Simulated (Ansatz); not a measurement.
Run this with Ansatz's Python interface and show what comes out.

Input file `lamg3.extxyz`:
```text
4
Lattice="4.826313 0.0 0.0 0.0 4.826313 0.0 0.0 0.0 4.826313" Properties=species:S:1:pos:R:3 pbc="T T T"
La    0.00000000    0.00000000    0.00000000
Mg    2.41315650    2.41315650    0.00000000
Mg    2.41315650    0.00000000    2.41315650
Mg    0.00000000    2.41315650    2.41315650
```

`push_lamg3.py`
```python
import warnings

import ansatz as az
import numpy as np

XC = "PBEsol"
MESH = (5, 5, 5)
FILLING = "cold"
SMEARING_WIDTH = 0.05

warnings.simplefilter("ignore", az.DeckWarning)

lamg3 = az.Crystal.from_extxyz("lamg3.extxyz")

inverse = np.linalg.inv(np.array(lamg3.lattice.vectors))
home = np.array(lamg3.sites[3].position)
values = np.linspace(-0.02, 0.02, 5)
energies, pulls = [], []
for shift in values:
    moved = lamg3.move(3, to=home + shift * inverse[2])
    calculation = (
        moved.calculation()
        .functional(XC)
        .pseudopotentials("paw")
        .basis(38 * az.Ry)
        .kpoints(*MESH)
        .occupations(FILLING, width=SMEARING_WIDTH)
        .forces()
    )
    report = calculation.run(threads=1, backend="cpu").report
    energies.append(report["free_energy_ev"])
    pulls.append(report["forces_ev_ang"][3][2])

print("shift (A)   dE (eV)   force along z (eV/A)")
for shift, e, f in zip(values, energies, pulls):
    print(f"{shift:8.3f} {e - energies[2]:10.5f} {f:12.4f}")
print(f"stiffness from energies {2 * np.polyfit(values, energies, 2)[0]:.3f}, from forces {-np.polyfit(values, pulls, 1)[0]:.3f} eV/A^2")
```

```console
$ python push_lamg3.py
shift (A)   dE (eV)   force along z (eV/A)
  -0.020    0.00052       0.0515
  -0.010    0.00013       0.0258
   0.000    0.00000       0.0000
   0.010    0.00013      -0.0258
   0.020    0.00052      -0.0515
stiffness from energies 2.577, from forces 2.577 eV/A^2
```

The curvature of the energy gives 2.577 eV/Å² and the slope of the force 2.577 eV/Å², a positive curvature.

Reading the output:
- For a metal this k-point mesh is coarse: on a finer one energies can move by several to tens of meV an atom and pressures by half a GPa or more, differences at one mesh by less.
- In a metal a curvature from energy changes of a few meV or less hangs on mesh and smearing, in size and even in sign.
- This cell is a computed structure, which may not be the phase found in nature.
- All periodic images of the atom move with it, so the curvature is one diagonal element of the zone-centre force constants and no normal mode; a positive value doesn't exclude soft modes in which several atoms move.
- It ran for 18 s on 1 thread of Intel(R) Xeon(R) 6975P-C (Granite Rapids), on a shared host, peak memory 0.47 GiB.

(Lines on the test bed's own set-up are left out of the output.)
